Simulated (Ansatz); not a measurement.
Predict the output of the script below (Ansatz 0.2.0, Python API).

`fdcheck_ge.py`
```python
"""Do the forces of Ge match the slope of the free energy, atoms off their sites."""

import ansatz as az
import numpy as np

vectors0 = np.array([
    [1.48805, -2.59469, 0.0],
    [1.48805, 2.59469, 0.0],
    [0.0, 0.0, 4.7276],
])
sites = [
    ("Ge", (0.67173, 0.29961, 0.2112)),
    ("Ge", (0.3264, 0.6967, 0.74087)),
]


def crystal_on(cell):
    crystal = az.Crystal(lattice=az.Lattice.of(cell))
    for symbol, position in sites:
        crystal = crystal.atom(symbol, position)
    return crystal


def main() -> None:
    def solve(crystal):
        return (
            crystal.calculation()
            .functional("lda")
            .occupations("fermi_dirac", width=0.1)
            .basis(540, xc_grid=2)
            .kpoints(8, 8, 4)
            .scf(tolerance=1e-09)
            .forces()
            .stress()
            .run(threads=1)
        ).report


    centre = solve(crystal_on(vectors0))
    start = crystal_on(vectors0)
    # central difference: F = -(E(+h) - E(-h)) / 2h
    print(f"force on atom 0 along y: analytic {centre['forces_ev_ang'][0][1]:.4f} eV/A")
    for h in (0.005, 0.02):
        shift = np.eye(3)[1] * h @ np.linalg.inv(vectors0)
        plus, minus = (solve(start.move(0, to=np.array(sites[0][1]) + sign * shift))["lagrangian_ev"] for sign in (1, -1))
        print(f"  step {h} A: numerical {-(plus - minus) / (2 * h):.4f} eV/A")
    # P = -dF/dV; the difference feels the change of the plane-wave count with the cell
    volume = abs(np.linalg.det(vectors0))
    larger, smaller = (solve(crystal_on(vectors0 * (1 + sign * 0.005) ** (1 / 3)))["lagrangian_ev"] for sign in (1, -1))
    numerical = -(larger - smaller) / (0.01 * volume) * 160.21766
    print(f"pressure: analytic {np.trace(centre['stress_gpa']) / 3:.3f}, numerical {numerical:.3f} GPa")


if __name__ == "__main__":
    main()
```

```console
$ python fdcheck_ge.py
DeckWarning: output.stress: scf.convergence.dr2_threshold = 1e-9 eV is looser than the 2e-10 eV advised for a printed stress (1e-10 eV for each atom of the cell: 2). What an SCF threshold leaves in a stress goes as its square root, and in the free energy as the threshold itself, and one threshold admits the most on a small cell: of the crystals measured, under no hybrid functional and no lock of the moments, on runs that ended without the residual-converged pass, on stresses that held no [...]
force on atom 0 along y: analytic 0.0019 eV/A
  step 0.005 A: numerical 0.0019 eV/A
  step 0.02 A: numerical 0.0019 eV/A
pressure: analytic -0.303, numerical -0.302 GPa
```
(Warnings from the package without file and line, shortened.)

Caveats:
- The mesh is modest for a metal, so energies can be off by several to tens of meV an atom and pressures by half a GPa or more; differences at equal mesh fare better.
- Pressure is positive in compression.
- The cell is a database structure, distorted on purpose.
- The central difference errs as the square of the step, so the shorter step is the fairer test; what remains comes from the finite grid and the SCF threshold.
- Hardware and time: 42 s on 1 thread of Arm Neoverse V1 (shared host), peak memory 0.44 GiB.
